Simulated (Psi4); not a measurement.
**One shape, several levels: BHBr (SMILES [BH]Br)**

Aim: a comparison of 6 runs (UHF/STO-3G, UBP86/3-21G, U-r2SCAN/cc-pVDZ, UB3LYP/6-31G*, UB3LYP/6-311G**) of BHBr. 

The calculation is run with Psi4 1.11.

5 further runs of the same task are left out: 1 for a known fault of the program, 2 that didn't finish, 2 set aside as unsound or not needed.

## Step 1: The system as given

BHBr: 3 atoms, total charge 0, spin state doublet. SMILES: `[BH]Br`. Geometry: relaxed at PBE0-D4/def2-TZVP.

Bond lengths: B1–Br2 1.868 Å, B1–H3 1.193 Å. Angles: Br2–B1–H3 123.6°.

## Step 2: The energy at UHF/STO-3G (run 1)

File run.py:

```python
import psi4

psi4.set_memory(1600000000)
psi4.set_num_threads(1)
psi4.set_output_file('psi4.out', False)

m = psi4.geometry("""
0 2
B     -0.094500    -0.523000    -0.115700
Br     1.181000     0.563200     0.709800
H     -1.097400    -0.105000    -0.607300
units angstrom
symmetry c1
no_reorient
no_com
""")

options = {'basis': 'STO-3G', 'reference': 'uhf', 'puream': True, 'e_convergence': 1e-09, 'd_convergence': 1e-08, 'scf_type': 'pk', 'maxiter': 200}
psi4.set_options(options)

result, w = psi4.energy('scf', molecule=m, return_wfn=True)
psi4.oeprop(w, 'DIPOLE', 'QUADRUPOLE', 'WIBERG_LOWDIN_INDICES', title='SCF')
print(f'total energy {result:.8f} hartree = {result * 27.211386:.5f} eV')
```

Run with:

```bash
$ python run.py
```

psi4.out:

```text
[...]
  Running in c1 symmetry.
[...]
  Nuclear repulsion =   58.623728353523035
[...]
  Multiplicity = 2
[...]
  Nalpha       = 21
  Nbeta        = 20
[...]
    Number of basis functions: 24
[...]
   @UHF iter   1: -2569.50294968517028   -2.07963e+00   1.02320e-02 ADIIS/DIIS
[...]
   @UHF iter  11: -2569.56177608417011   -1.36424e-12   6.60265e-09 DIIS
[...]
   @S^2 Observed:                7.535734249E-01
[...]
    Orbital Energies [Eh]
    ---------------------
    Alpha Occupied:
       1A   -484.482862     2A    -63.209046     3A    -57.758573
       4A    -57.757125     5A    -57.757013     6A     -9.154399
       7A     -7.427342     8A     -6.904130     9A     -6.894947
      10A     -6.893808    11A     -2.260803    12A     -2.257837
      13A     -2.256287    14A     -2.247923    15A     -2.247849
      16A     -0.904917    17A     -0.610685    18A     -0.457249
      19A     -0.381970    20A     -0.348753    21A     -0.265803
    Alpha Virtual:
      22A      0.216209    23A      0.482017    24A      0.716166
[...]
  @UHF Final Energy: -2569.56177608417011
   => Energetics <=
    Nuclear Repulsion Energy =             58.6237283535230347
    One-Electron Energy =               -3711.8468940137295249
    Two-Electron Energy =                1083.6613895760365267
    Total Energy =                      -2569.5617760841701056
  UHF NO Occupations:
  HONO-2 :   19  A 1.9993177
  HONO-1 :   20  A 1.9990142
[...]
 Multipole Moments:
 ------------------------------------------------------------------------------------
     Multipole            Electronic (a.u.)      Nuclear  (a.u.)        Total (a.u.)
 ------------------------------------------------------------------------------------
 L = 1.  Multiply by 2.5417464519 to convert [e a0] to [Debye]
 Dipole X            :        -75.3755491           75.1451484           -0.2304007
 Dipole Y            :        -32.3488678           32.1102263           -0.2386415
 Dipole Z            :        -44.8599968           44.7056289           -0.1543679
 Magnitude           :                                                    0.3658739
 L = 2.  Multiply by 1.3450342976 to convert [e a0^2] to [Debye ang]
 Quadrupole XX       :       -196.3296968          178.7874069          -17.5422899
 Quadrupole XY       :        -84.8009877           84.4278878           -0.3730999
[...]
```

Standard output:

```text
total energy -2569.56177608 hartree = -69921.33734 eV
```

Wall time 1.9 s (1 thread of INTEL XEON PLATINUM 8581C at 2.30GHz (Emerald Rapids), shared host); peak memory 0.19 GiB.

## Step 3: A single-point energy at UBP86/3-21G (run 2)

File calc.dat:

```
memory 1.6 GB

molecule geom {
  0 2
  B     -0.094500    -0.523000    -0.115700
  Br     1.181000     0.563200     0.709800
  H     -1.097400    -0.105000    -0.607300
  units angstrom
  symmetry c1
  no_reorient
  no_com
}

set globals {
  reference            uks
  puream               true
  e_convergence        1e-09
  d_convergence        1e-08
  scf_type             pk
  dft_radial_points    99
  dft_spherical_points 590
  maxiter              200
}

energy('bp86/3-21G')
print_variables()
```

Run with:

```bash
$ psi4 -n 1 calc.dat calc.out
```

calc.out:

```text
[...]
  Running in c1 symmetry.
[...]
  Nuclear repulsion =   58.623728353523035
[...]
  Multiplicity = 2
[...]
  Nalpha       = 21
  Nbeta        = 20
[...]
    Number of basis functions: 33
[...]
   @UKS iter   1: -2587.18112034068190   -1.28673e+00   1.25112e-02 ADIIS/DIIS
[...]
   @UKS iter  10: -2587.26429866815397    0.00000e+00   3.89946e-09 DIIS
[...]
   @S^2 Observed:                7.524799771E-01
[...]
    Orbital Energies [Eh]
    ---------------------
    Alpha Occupied:
       1A   -477.861593     2A    -61.454991     3A    -55.150051
       4A    -55.147963     5A    -55.147034     6A     -8.358556
       7A     -6.560236     8A     -6.195789     9A     -6.188417
      10A     -6.184464    11A     -2.375993    12A     -2.372959
      13A     -2.370496    14A     -2.364620    15A     -2.364386
      16A     -0.754436    17A     -0.459365    18A     -0.363709
      19A     -0.308655    20A     -0.298465    21A     -0.172701
    Alpha Virtual:
      22A     -0.114469    23A      0.046782    24A      0.166555
      25A      0.353108    26A      0.373796    27A      0.395476
[...]
  @UKS Final Energy: -2587.26429866815397
   => Energetics <=
    Nuclear Repulsion Energy =             58.6237283535230347
    One-Electron Energy =               -3719.8004295704208744
    Two-Electron Energy =                1169.9308547028231260
    DFT Exchange-Correlation Energy =     -96.0184521540792986
    Empirical Dispersion Energy =           0.0000000000000000
    VV10 Nonlocal Energy =                  0.0000000000000000
    Total Energy =                      -2587.2642986681539696
[...]
 Multipole Moments:
 ------------------------------------------------------------------------------------
     Multipole            Electronic (a.u.)      Nuclear  (a.u.)        Total (a.u.)
 ------------------------------------------------------------------------------------
 L = 1.  Multiply by 2.5417464519 to convert [e a0] to [Debye]
 Dipole X            :        -75.1899447           75.1451484           -0.0447963
 Dipole Y            :        -31.8284335           32.1102263            0.2817929
 Dipole Z            :        -44.6950139           44.7056289            0.0106150
 Magnitude           :                                                    0.2855286
[...]
```

Run time: 3.3 s. Hardware: 1 thread of INTEL XEON PLATINUM 8581C at 2.30GHz (Emerald Rapids), shared host; peak memory 0.33 GiB.

Run 3 isn't shown in full; the table further down has it.

## Step 4: Energy and gradient at UB3LYP/6-31G(d) (spherical functions) (run 4)

File bbrh.dat:

```
memory 1600 MB

molecule system {
  0 2
  B
  Br 1 1.867667
  H 1 1.192562 2 123.5509
  units angstrom
  symmetry c1
  no_reorient
  no_com
}

set basis 6-31G*
set reference uks
set puream true
set e_convergence 1e-09
set d_convergence 1e-08
set scf_type pk
set dft_radial_points 99
set dft_spherical_points 590
set maxiter 200

E, wfn = gradient('b3lyp', return_wfn=True)
oeprop(wfn, 'MAYER_INDICES', 'QUADRUPOLE', 'LOWDIN_CHARGES', title='B3LYP')
print_variables()
```

Run with:

```bash
$ psi4 -i bbrh.dat -o bbrh.out -n 1
```

bbrh.out, cut to the lines that bear on the results:

```text
[...]
  Running in c1 symmetry.
[...]
  Nuclear repulsion =   58.623733489240529
[...]
  Multiplicity = 2
[...]
  Nalpha       = 21
  Nbeta        = 20
[...]
    Number of basis functions: 48
[...]
   @UKS iter   1: -2598.99048437369538   -1.41475e+00   2.98012e-02 ADIIS/DIIS
[...]
   @UKS iter  12: -2599.26509073609759    0.00000e+00   1.76044e-09 DIIS
[...]
   @S^2 Observed:                7.518053455E-01
[...]
  @UKS Final Energy: -2599.26509073609759
   => Energetics <=
    Nuclear Repulsion Energy =             58.6237334892405286
    One-Electron Energy =               -3731.0263802897834466
    Two-Electron Energy =                1150.1180593184226382
    DFT Exchange-Correlation Energy =     -76.9805032539776306
    Empirical Dispersion Energy =           0.0000000000000000
    VV10 Nonlocal Energy =                  0.0000000000000000
    Total Energy =                      -2599.2650907360975907
[...]
  -Total Gradient:
     Atom            X                  Y                   Z
    ------   -----------------  -----------------  -----------------
       1       -0.000431276318    -0.009543029726     0.000000000033
       2        0.000176171370     0.009387673892    -0.000000000011
       3        0.000257063259     0.000156183184    -0.000000000021
[...]
 Multipole Moments:
 ------------------------------------------------------------------------------------
     Multipole            Electronic (a.u.)      Nuclear  (a.u.)        Total (a.u.)
 ------------------------------------------------------------------------------------
 L = 1.  Multiply by 2.5417464519 to convert [e a0] to [Debye]
 Dipole X            :          0.8588382           -1.0247251           -0.1658869
 Dipole Y            :         -2.6847755            2.7331167            0.0483412
 Dipole Z            :          0.0000000            0.0000000            0.0000000
 Magnitude           :                                                    0.1727869
 L = 2.  Multiply by 1.3450342976 to convert [e a0^2] to [Debye ang]
 Quadrupole XX       :        -22.5456426            3.4670319          -19.0786107
 Quadrupole XY       :          7.2887764           -8.0091917           -0.7204152
[...]
```

Run time: 7.5 s. Hardware: 1 thread of INTEL XEON PLATINUM 8581C at 2.30GHz (Emerald Rapids), shared host; peak memory 0.41 GiB.

Run 5 isn't shown in full; the table further down has it.

## Step 5: Energy and gradient at UB3LYP/6-311G(d,p) (run 6)

File calc.in:

```
memory 1.6 GB

molecule m {
  0 2
  B     -0.094500    -0.523000    -0.115700
  Br     1.181000     0.563200     0.709800
  H     -1.097400    -0.105000    -0.607300
  units angstrom
  symmetry c1
  no_reorient
  no_com
}

set {
  reference uks
  puream true
  e_convergence 1e-09
  d_convergence 1e-08
  scf_type pk
  dft_radial_points 99
  dft_spherical_points 590
  maxiter 200
}

result, w = gradient("b3lyp/6-311G**", return_wfn=True)
```

Run with:

```bash
$ psi4 calc.in calc.out -n 1
```

calc.out:

```text
[...]
  Running in c1 symmetry.
[...]
  Nuclear repulsion =   58.623728353523035
[...]
  Multiplicity = 2
[...]
  Nalpha       = 21
  Nbeta        = 20
[...]
    Number of basis functions: 68
[...]
   @UKS iter   1: -2599.11048812302170   -1.30712e+00   3.18430e-02 ADIIS/DIIS
[...]
   @UKS iter  12: -2599.54578191116752   -4.09273e-12   3.31645e-09 DIIS
[...]
   @S^2 Observed:                7.521147579E-01
[...]
    Orbital Energies [Eh]
    ---------------------
    Alpha Occupied:
       1A   -482.852084     2A    -62.505530     3A    -56.324429
       4A    -56.323023     5A    -56.322284     6A     -8.715629
       7A     -6.827868     8A     -6.542859     9A     -6.537565
      10A     -6.534992    11A     -2.655069    12A     -2.653645
      13A     -2.651588    14A     -2.647377    15A     -2.647182
      16A     -0.815789    17A     -0.509511    18A     -0.405253
      19A     -0.342807    20A     -0.339864    21A     -0.215527
    Alpha Virtual:
      22A     -0.086347    23A      0.048440    24A      0.099081
      25A      0.202646    26A      0.239801    27A      0.255811
[...]
  @UKS Final Energy: -2599.54578191116752
   => Energetics <=
    Nuclear Repulsion Energy =             58.6237283535230347
    One-Electron Energy =               -3731.8113738690362879
    Two-Electron Energy =                1150.6345441546959592
    DFT Exchange-Correlation Energy =     -76.9926805503499025
    Empirical Dispersion Energy =           0.0000000000000000
    VV10 Nonlocal Energy =                  0.0000000000000000
    Total Energy =                      -2599.5457819111675235
[...]
 Multipole Moments:
 ------------------------------------------------------------------------------------
     Multipole            Electronic (a.u.)      Nuclear  (a.u.)        Total (a.u.)
 ------------------------------------------------------------------------------------
 L = 1.  Multiply by 2.5417464519 to convert [e a0] to [Debye]
 Dipole X            :        -75.2486024           75.1451484           -0.1034540
 Dipole Y            :        -31.9410556           32.1102263            0.1691708
 Dipole Z            :        -44.7407353           44.7056289           -0.0351064
 Magnitude           :                                                    0.2013801
[...]
  -Total Gradient:
     Atom            X                  Y                   Z
    ------   -----------------  -----------------  -----------------
       1        0.006421125191     0.003385942404     0.003897967578
       2       -0.004953783160    -0.004125130637    -0.003194505867
       3       -0.001469347930     0.000734882285    -0.000705081488
[...]
```

Wall time 10 s (1 thread of INTEL XEON PLATINUM 8581C at 2.30GHz (Emerald Rapids), shared host); peak memory 0.5 GiB.

## Step 6: The series

| run | level | integration grid | task | energy (Eh) | dipole moment (D) | HOMO energy (eV) | LUMO energy (eV) | wall time |
| --- | --- | --- | --- | --- | --- | --- | --- | --- |
| 1 | UHF/STO-3G | – | energy | -2569.561776 | 0.93 | -7.23 | 5.88 | 1.9 s |
| 2 | UBP86/3-21G | 99 radial × 590 angular | energy | -2587.264299 | 0.73 | -4.70 | -3.11 | 3.3 s |
| 3 | U-r2SCAN/cc-pVDZ | 99 radial × 590 angular | energy | -2599.486751 | 0.49 | -5.21 | -2.91 | 11 s |
| 4 | UB3LYP/6-31G* (spherical functions) | 99 radial × 590 angular | gradient | -2599.265091 | 0.44 | -5.71 | -2.10 | 7.5 s |
| 5 | UB3LYP/6-31G* (Cartesian functions) | 99 radial × 590 angular | gradient | -2599.274120 | 0.44 | -5.71 | -2.10 | 6.9 s |
| 6 | UB3LYP/6-311G** | 99 radial × 590 angular | gradient | -2599.545782 | 0.51 | -5.86 | -2.35 | 10 s |

## Step 7: Outcome

```
                                 quantity           value
                      run 6: total energy  -2599.54578 Eh
                     run 6: dipole moment          0.51 D
run 6: HOMO energy (highest over α and β)        -5.86 eV
 run 6: LUMO energy (lowest over α and β)        -2.35 eV
                              run 6: ⟨S²⟩           0.752
          run 6: largest force on an atom      0.424 eV/Å
```

**Reading.** The dipole moment (its size) runs from 0.44 D (UB3LYP/6-31G*) to 0.93 D (UHF/STO-3G). The two ends differ in method and basis. Totals of different functionals can't be ranked against each other. In run 1 the basis is minimal, so the values are rough. All runs together took 41 s, the longest 11 s.
